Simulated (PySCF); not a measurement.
# CH5AlOSi (SMILES [CH2]1O[SiH2][AlH]1) at 5 levels

Aim: a comparison of 5 runs (HF/3-21G, PBE0/6-31G*, TPSSh/def2-SVP, PBE/def2-TZVP, CCSD(T)/def2-SVPD) of CH5AlOSi. 

The results are computed with PySCF 2.14.0.

## Step 1: Starting point

CH5AlOSi has 9 atoms, charge 0, and is taken as a singlet. SMILES: `[CH2]1O[SiH2][AlH]1`. The coordinates come from a PBE0-D4/def2-TZVP relaxation.

Bond lengths: C1–O2 1.447 Å, O2–Si3 1.676 Å, C1–Al4 2.001 Å, Si3–Al4 2.424 Å, C1–H5 1.096 Å, C1–H6 1.096 Å, Si3–H7 1.493 Å, Si3–H8 1.493 Å, Al4–H9 1.591 Å. Some angles: C1–O2–Si3 113.4°, O2–C1–Al4 97.8°, O2–Si3–Al4 77.1°, C1–Al4–Si3 71.7°, O2–C1–H5 109.2°, O2–C1–H6 109.2°, Al4–C1–H5 116.8°, Al4–C1–H6 116.7°, O2–Si3–H7 111.1°, O2–Si3–H8 111.0°.

## Step 2: Energy and gradient at HF/3-21G (run 1)

File start.xyz:

```xyz
9
CH5AlOSi
C     -0.309900     1.022500    -0.653500
O      0.621100    -0.021300    -1.022900
Si     0.767800    -1.223900     0.135800
Al    -0.858800     0.279300     1.121100
H     -1.090200     1.097600    -1.420100
H      0.213300     1.986000    -0.643000
H      2.177700    -1.338300     0.615000
H      0.422400    -2.560600    -0.433300
H     -1.855100     0.712400     2.283700
```

File calc.py:

```python
import pyscf.grad
from pyscf import gto, scf

molecule = gto.M(
    atom='start.xyz',
    verbose=3,
    max_memory=1860,
    basis='3-21g',
)

mf = scf.RHF(molecule)
mf.conv_tol = 1e-10
mf.kernel()
if not mf.converged:
    mf = mf.newton().run(mf.mo_coeff, mf.mo_occ)

energy = mf.e_tot
print(f'total energy: {energy:.8f} hartree')
grad = mf.Gradients().kernel()
dip = mf.dip_moment()
pop, q = mf.mulliken_pop()
```

Started as:

```
$ OMP_NUM_THREADS=1 python calc.py
```

What it wrote:

```text
converged SCF energy = -642.960782599911
total energy: -642.96078260 hartree
[... 8 lines left out ...]
Dipole moment(X, Y, Z, Debye): -1.97860,  0.70010,  2.52992
[... 64 lines left out ...]
charge of    8H =     -0.20934
```

It took 2.3 s on 1 thread of Intel Xeon at 2.70GHz, shared host; peak memory 0.12 GiB.

## Step 3: Energy and gradient at PBE0/6-31G(d) (spherical functions) (run 2)

File calc.py:

```python
# [CH2]1O[SiH2][AlH]1
import pyscf.grad
from pyscf import gto, dft

mol = gto.M(
    atom='''
C   -0.309900   1.022500  -0.653500
O    0.621100  -0.021300  -1.022900
Si   0.767800  -1.223900   0.135800
Al  -0.858800   0.279300   1.121100
H   -1.090200   1.097600  -1.420100
H    0.213300   1.986000  -0.643000
H    2.177700  -1.338300   0.615000
H    0.422400  -2.560600  -0.433300
H   -1.855100   0.712400   2.283700
''',
    basis='6-31g*',
    charge=0,
    spin=0,
    max_memory=1860,
    verbose=4,
)

myscf = dft.RKS(mol, xc='pbe0')
myscf.grids.level = 5
myscf.conv_tol = 1e-10
myscf.kernel()
if not myscf.converged:
    myscf = myscf.newton().run(myscf.mo_coeff, myscf.mo_occ)

e_final = myscf.e_tot
print('E(%s) = %.9f' % ('PBE0', e_final))
grad = myscf.Gradients().kernel()
myscf.analyze()
```

Started as:

```
$ OMP_NUM_THREADS=1 python calc.py
```

What it wrote:

```text
PySCF version 2.14.0

[... 102 lines left out ...]
MO #4   energy= -10.2536560655813  occ= 2
[... 13 lines left out ...]
MO #18  energy= -0.42077321135702  occ= 2
[... 13 lines left out ...]
MO #32  energy= 0.151800869738232  occ= 0
[... 13 lines left out ...]
MO #46  energy= 0.576910768930453  occ= 0
[... 13 lines left out ...]
MO #60  energy= 1.18463836310354   occ= 0
[... 13 lines left out ...]
MO #74  energy= 2.8378537017317    occ= 0
[... 86 lines left out ...]
Dipole moment(X, Y, Z, Debye): -1.31239,  0.65157,  1.46173
```

Run time: 31 s. Hardware: 1 thread of Intel Xeon at 2.70GHz, shared host; peak memory 0.73 GiB.

## Step 4: Energy and gradient at TPSSh/def2-SVP (run 3)

File run.py:

```python
import pyscf.grad
from pyscf import gto, dft

molecule = gto.M(
    atom=[
    ('C', (-0.309900, 1.022500, -0.653500)),
    ('O', (0.621100, -0.021300, -1.022900)),
    ('Si', (0.767800, -1.223900, 0.135800)),
    ('Al', (-0.858800, 0.279300, 1.121100)),
    ('H', (-1.090200, 1.097600, -1.420100)),
    ('H', (0.213300, 1.986000, -0.643000)),
    ('H', (2.177700, -1.338300, 0.615000)),
    ('H', (0.422400, -2.560600, -0.433300)),
    ('H', (-1.855100, 0.712400, 2.283700)),
],
    verbose=4,
    basis='def2-svp',
    max_memory=1860,
)

mf = dft.RKS(molecule, xc='tpssh')
mf.grids.level = 5
mf.conv_tol = 1e-10
mf.kernel()
if not mf.converged:
    mf = mf.newton().run(mf.mo_coeff, mf.mo_occ)

energy = mf.e_tot
print('E(%s) = %.9f' % ('TPSSH', energy))
grad = mf.Gradients().kernel()
dip = mf.dip_moment()
pop, q = mf.mulliken_pop()
```

Started as:

```
$ OMP_NUM_THREADS=1 python run.py
```

What it wrote:

```text
PySCF version 2.14.0

[... 78 lines left out ...]
converged SCF energy = -648.019010138515
[... 13 lines left out ...]
Dipole moment(X, Y, Z, Debye): -1.34158,  0.75287,  1.39113
[... 99 lines left out ...]
charge of    8H =     -0.16693
```

It took 49 s on 1 thread of Intel Xeon at 2.70GHz, shared host; peak memory 0.88 GiB.

Run 4 isn't shown in full; the table further down has it.

## Step 5: A single-point energy at CCSD(T)/def2-SVPD (run 5)

File input.py:

```python
from pyscf import gto, cc

molecule = gto.M(
    atom='''
C     -0.309900     1.022500    -0.653500
O      0.621100    -0.021300    -1.022900
Si     0.767800    -1.223900     0.135800
Al    -0.858800     0.279300     1.121100
H     -1.090200     1.097600    -1.420100
H      0.213300     1.986000    -0.643000
H      2.177700    -1.338300     0.615000
H      0.422400    -2.560600    -0.433300
H     -1.855100     0.712400     2.283700
''',
    max_memory=1860,
    verbose=4,
    basis='def2-svpd',
)

myscf = molecule.RHF()
myscf.conv_tol = 1e-10
myscf.kernel()
if not myscf.converged:
    myscf = myscf.newton().run(myscf.mo_coeff, myscf.mo_occ)

mycc = cc.CCSD(myscf, frozen=12)
mycc.kernel()
e_t = mycc.ccsd_t()
etot = mycc.e_tot + e_t
print(f'total energy: {etot:.8f} hartree')
dip = myscf.dip_moment()
pop, q = myscf.mulliken_pop()
```

Started as:

```
$ OMP_NUM_THREADS=1 python input.py
```

What it wrote:

```text
PySCF version 2.14.0

[... 65 lines left out ...]
converged SCF energy = -646.219172132488
[... 12 lines left out ...]
Init t2, MP2 energy = -646.719790422647  E_corr(MP2) -0.500618290158691
[... 13 lines left out ...]
CCSD converged
[... 2 lines left out ...]
total energy: -646.78306894 hartree
Dipole moment(X, Y, Z, Debye): -1.53456,  0.66652,  1.82100
[... 141 lines left out ...]
charge of    8H =     -0.24451
```

It took 2.1 min on 1 thread of Intel Xeon at 2.70GHz, shared host; peak memory 2 GiB.

## Step 6: The series

| run | level | integration grid | task | energy (Eh) | dipole moment (D) of the reference | HOMO energy (eV) | LUMO energy (eV) | wall time |
| --- | --- | --- | --- | --- | --- | --- | --- | --- |
| 1 | HF/3-21G | – | gradient | -642.960783 | 3.29 | -9.50 | 0.63 | 2.3 s |
| 2 | PBE0/6-31G* (spherical functions) | 5 | gradient | -647.826371 | 2.07 | -6.91 | -1.90 | 31 s |
| 3 | TPSSh/def2-SVP | 5 | gradient | -648.019010 | 2.07 | -6.49 | -2.31 | 49 s |
| 4 | PBE/def2-TZVP | 5 | gradient | -647.876768 | 1.74 | -5.91 | -2.74 | 1.8 min |
| 5 | CCSD(T)/def2-SVPD | – | energy | -646.783069 | 2.47 | -9.43 | 0.80 | 2.1 min |

## Step 7: Summary of results

```
                                           quantity          value
                                run 5: total energy  -646.78307 Eh
        run 5: dipole moment (Hartree–Fock density)         2.47 D
         run 5: HOMO energy (Hartree–Fock orbitals)       -9.43 eV
         run 5: LUMO energy (Hartree–Fock orbitals)        0.80 eV
       run 5: HOMO–LUMO gap (Hartree–Fock orbitals)       10.22 eV
run 5: correlation energy (12 core orbitals frozen)     -563.9 mEh
                              run 5: (T) correction     -18.34 mEh
                               run 5: T1 diagnostic          0.015
```

In words: Over runs 1, 2, 3, 4 the dipole moment (its size) runs from 1.74 D (PBE/def2-TZVP) to 3.29 D (HF/3-21G). The two ends differ in method and basis. Over runs 1, 2, 3, 4 the HOMO–LUMO gap runs from 3.18 eV (PBE/def2-TZVP) to 10.14 eV (HF/3-21G). Totals of different functionals can't be ranked against each other. All runs together took 5.3 min, the longest 2.1 min.
